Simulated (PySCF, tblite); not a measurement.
**C2H6FN2Si2 radical: geometry, infrared bands and EPR parameters**

Wanted: the infrared bands and EPR parameters of C2H6FN2Si2 radical (`N#C[Si@@H](N)[SiH]CF`), by calculation.

Computed with tblite 0.8.0 and PySCF 2.14.0, with density-fitted response routines of our own, on a single molecule in the gas phase. Atoms are numbered from 0 throughout.

**1. The molecule as given**

13 atoms, charge 0, multiplicity 2; geometry from: force field or distance geometry start.

Bonds of the start (Å): N0–C1 1.14, C1–Si2 1.83, Si2–N3 1.76, Si2–Si4 2.25, Si4–C5 1.87, C5–F6 1.37, Si2–H7 1.45, N3–H8 1.02, N3–H9 1.04, Si4–H10 1.47, C5–H11 1.10, C5–H12 1.12.

**2. Optimising the geometry with GFN2-xTB**

The job: settings as JSON, then the geometry in Å.

```
{"job": {"kind": "relax", "xc": "GFN2-xTB", "basis": "xTB"}, "charge": 0, "multiplicity": 2}
N     -0.566100     2.768300    -0.685900
C     -0.807900     1.728700    -0.283400
Si    -1.141800     0.062600     0.382600
N     -2.128700    -0.904100    -0.709600
Si     0.778300    -1.051800     0.720500
C      2.152600    -0.149000    -0.164800
F      2.824900     0.622000     0.751600
H     -1.825100     0.219300     1.655600
H     -1.770000    -1.064600    -1.646500
H     -3.162700    -0.833800    -0.592900
H      1.076600    -0.994500     2.156600
H      2.840700    -0.881900    -0.616900
H      1.724600     0.479500    -0.984400
```

Command:

```bash
> OMP_NUM_THREADS=1 python probes_run.py task.json out
```

The driver reads the jobs from task.json and runs them one after another.

**Question.** This job is followed by: GFN2-xTB harmonic vibrations, gas phase; UKS B3LYP, pcH-1 on C F H N Si, non-relativistic, mean-field spin-orbit, GIAO. What will the session give for the following? strongest single infrared mode (GFN2-xTB); zero-point energy (GFN2-xTB); g(iso) (B3LYP); ⟨S²⟩; largest a(iso) (averaged by class); potential on the surface of density 0.002 e/bohr³, 1st and 99th percentile.

As calculated:

```
                                                                  quantity                    value
                                 strongest single infrared mode (GFN2-xTB)    2161 cm⁻¹, 329 km/mol
                                              zero-point energy (GFN2-xTB)            49.5 kcal/mol
                                                            g(iso) (B3LYP)                  2.00334
                                                                      ⟨S²⟩       0.752 (exact 0.75)
                                        largest a(iso) (averaged by class)  29Si on Si4, -351.5 MHz
potential on the surface of density 0.002 e/bohr³, 1st and 99th percentile       -1.71 V and 1.97 V
```

In words: Relaxing lowered the energy by 0.469 eV in 134 steps; the close pair that moved most is C1–Si2, from 1.825 to 1.885 Å. All 33 modes are real, so the xTB geometry is a minimum. The strongest single mode, at 2161 cm⁻¹, moves mainly H10. GFN2-xTB is a fitted tight-binding method: band positions and strengths are rough. Its intensities can rank the bands wrongly. Most of the unpaired spin sits on Si4 (0.93 e). The isotropic g lies 1.0 ppt above the free-electron value. These values are for one conformer; the search (at its own cheap level) found 2 more, at 0.02, 0.44 kcal/mol (those within 0.05 may be mirror or relabelled copies), and measured spectra average over such forms.
